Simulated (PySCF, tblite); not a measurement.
**C₇H₁₃OPSi: geometry, infrared bands and NMR shifts**

What infrared bands and NMR shifts should C₇H₁₃OPSi (`C#CCP(C[SiH3])CC(C)=O`) show?

Programs: tblite 0.8.0 and PySCF 2.14.0, with density-fitted response routines of our own. Each step states its level of theory. These are calculated values for one molecule in the gas phase, unless marked as measured. Atoms count from 0, in the outputs and in this text.

### Step 1. Starting geometry

23 atoms, charge 0, multiplicity 1; geometry from: force field or distance geometry start.

Bonds of the start (Å): C0–C1 1.21, C1–C2 1.46, C2–P3 1.83, P3–C4 1.84, C4–Si5 1.85, P3–C6 1.86, C6–C7 1.52, C7–C8 1.51, C7–O9 1.24, C0–H10 1.06, C2–H11 1.11, C2–H12 1.08, C4–H13 1.10, C4–H14 1.10, Si5–H15 1.48, Si5–H16 1.49, Si5–H17 1.49, C6–H18 1.10, C6–H19 1.10, C8–H20 1.10, C8–H21 1.09, C8–H22 1.09.

### Step 2. Relaxing the molecule with GFN2-xTB

Job settings and geometry (Å):

```
{"job": {"kind": "relax", "xc": "GFN2-xTB", "basis": "xTB"}, "charge": 0, "multiplicity": 1}
C      0.441100     3.860000     0.152100
C     -0.200200     2.917600    -0.240600
C     -0.956300     1.757500    -0.712100
P     -1.066600     0.511100     0.620000
C     -1.899800    -0.868000    -0.277400
Si    -2.178800    -2.351100     0.788800
C      0.704800    -0.051400     0.722200
C      1.529600    -0.447900    -0.486600
C      3.006400    -0.642500    -0.257900
O      1.030400    -0.645900    -1.599200
H      0.979800     4.707100     0.493400
H     -1.984200     2.078400    -0.972800
H     -0.522200     1.358300    -1.616400
H     -1.339600    -1.147600    -1.185500
H     -2.876300    -0.490200    -0.623800
H     -2.866500    -3.419200     0.037600
H     -0.875100    -2.896500     1.276200
H     -3.016000    -2.030800     1.973700
H      1.246700     0.769200     1.216300
H      0.749500    -0.900200     1.425900
H      3.436400     0.305800     0.093100
H      3.487000    -0.927000    -1.193000
H      3.165300    -1.419700     0.493900
```

On the command line:

```sh
OMP_NUM_THREADS=1 python probes_run.py task.json out
```

This one command runs all jobs of the session in turn.

**Question.** This job is followed by: GFN2-xTB harmonic vibrations, gas phase; GIAO PBE0/pcSseg-1 NMR shielding, non-relativistic, gas phase. Predict these results of the whole session: strongest single infrared mode (GFN2-xTB); zero-point energy (GFN2-xTB); 13C shifts against TMS (PBE0/pcSseg-1); 1H shifts against TMS (PBE0/pcSseg-1, means over atoms taken as alike); 31P shifts against H3PO4 (PBE0/pcSseg-1); 29Si shifts against TMS (PBE0/pcSseg-1); 17O shifts against H2O (PBE0/pcSseg-1); surface potential, 1st and 99th percentile.

The runs gave:

| quantity | value |
| --- | --- |
| strongest single infrared mode (GFN2-xTB) | 2253 cm⁻¹, 356 km/mol |
| zero-point energy (GFN2-xTB) | 107.2 kcal/mol |
| 13C shifts against TMS (PBE0/pcSseg-1) | 210.1, 86.1, 78.0, 37.6, 35.6, 22.0, 7.8 ppm |
| 1H shifts against TMS (PBE0/pcSseg-1, means over atoms taken as alike) | 4.01, 2.63, 2.47, 2.26, 1.62, 0.78 ppm |
| 31P shifts against H3PO4 (PBE0/pcSseg-1) | -33.6 ppm |
| 29Si shifts against TMS (PBE0/pcSseg-1) | -75.0 ppm |
| 17O shifts against H2O (PBE0/pcSseg-1) | 668.8 ppm |
| surface potential, 1st and 99th percentile | -1.53 V and 1.44 V |

What this shows: The optimisation took 165 steps and gained 0.343 eV; among the close pairs (by a distance rule), C4–Si5 changed most, from 1.848 to 1.907 Å. All 63 modes are real, so the xTB geometry is a minimum. The strongest single mode, at 2253 cm⁻¹, moves mainly H15. Unscaled tight-binding wavenumbers are off by several per cent, some by more. Its intensities can rank the bands wrongly. The most deshielded carbon is C7 (ketone carbonyl carbon), at 210.1 ppm: low-lying n→π* states of the double bond to the heteroatom give a large paramagnetic term (-274 ppm). At PBE0/pcSseg-1: The widest tensor belongs to O9: span 1259 ppm, with a paramagnetic part of -737 ppm. By nearest atom (PBE0/pcSseg-1), the HOMO sits on P3 43 %; O9 20 % and the LUMO on C7 40 %; O9 26 %.
